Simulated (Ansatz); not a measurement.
# ZrB2: molecular dynamics by PAW and LAPW

Aim: follow ZrB2 in time (15 steps of 2 fs under a Langevin thermostat at 300 K) with PAW and LAPW. Both runs start alike, so that frozen cores can be judged against all electrons.

Program: Ansatz 0.2.0. Level of theory: DFT PBE, scalar-relativistic. These are calculated values, not measurements.

## 1. The starting structure

The cell holds 3 atoms (B2Zr): a = 3.170 Å, b = 3.170 Å, c = 3.533 Å, α = 90.00°, β = 90.00°, γ = 120.00°.

Coordinates:

```xyz
3
Lattice="3.1700 0.0000 0.0000 -1.5850 2.7453 0.0000 0.0000 0.0000 3.5330" Properties=species:S:1:pos:R:3 pbc="T T T"
Zr    0.0000    0.0000    0.0000
B     0.0000    1.8302    1.7665
B     1.5850    0.9151    1.7665
```

The cell comes from a crystallographic database entry that wasn't checked; take it as a given geometry, which may be far from equilibrium.

## 2. Frozen-core PAW

input.yaml

```yaml
crystal:
  lattice:
    - [3.17, 0.0, 0.0]
    - [-1.585, 2.74530053, 0.0]
    - [0.0, 0.0, 3.533]
  atoms:
    - { symbol: Zr, position: [0.0, 0.0, 0.0] }
    - { symbol: B, position: [0.3333333333, 0.6666666667, 0.5] }
    - { symbol: B, position: [0.6666666667, 0.3333333333, 0.5] }
kpoints:
  mp_grid: { grid: [7, 7, 5] }
scf:
  occupations: { method: fermi_dirac, width: 0.08 }
hamiltonian:
  xc: pbe
  pseudopotentials: { kind: paw }
output:
  forces: true
  stress: true
md:
  timestep: 2.0
  n_steps: 15
  ensemble: nvt_langevin
  temperature: 300
  initial_velocities: maxwell_boltzmann
  seed: 831680
```

Started as:

```bash
$ ansatz run input.yaml --threads 2 --pin off --max-ram 6144MiB --backend cpu --events-out ev --progress --plain --runs-dir out
```

## 6. All-electron LAPW

input.yaml: that of step 2 with these lines changed.

```diff
@@ -15,3 +15,3 @@
   xc: pbe
-  pseudopotentials: { kind: paw }
+  pseudopotentials: { kind: all_electron, lapw: { basis_error: 0.001 } }
 output:
```

(Steps that only read results are left out.)

What does the calculation give? Wanted: PAW: temperature, first and last step; PAW: temperature, second half; PAW: potential energy, second half; PAW: mean square displacement, second half; LAPW: temperature, first and last step; LAPW: temperature, second half; LAPW: potential energy, second half; LAPW: mean square displacement, second half.

As calculated:

| quantity | value |
| --- | --- |
| PAW: length | 15 steps of 2 fs |
| PAW: temperature, first and last step | 200 and 92 K |
| PAW: temperature, second half | mean 174 K, from 92 to 266 K |
| PAW: potential energy, second half | +19 meV/atom from this run's first step |
| PAW: mean square displacement, second half | B 0.004, Zr 0.000 Å² |
| LAPW: length | 15 steps of 2 fs |
| LAPW: temperature, first and last step | 200 and 92 K |
| LAPW: temperature, second half | mean 174 K, from 92 to 266 K |
| LAPW: potential energy, second half | +19 meV/atom from this run's first step |
| LAPW: mean square displacement, second half | B 0.004, Zr 0.000 Å² |

Against a set 300 K the second half averages 174 K, going from 187 to 92 K over that half; 19 meV/atom has gone into potential energy, and a thermostat that acts over some 100 fs has not made it up in 30 fs. The farthest move is 0.08 Å, against a mean nearest distance of 1.8 Å at the start: no atom has changed site so far. Averages from a run of 30 fs with 3 atoms are rough. LAPW took about 8 times as long as PAW (4 min against 31 s, on a shared host and with the outputs that each input asks for).
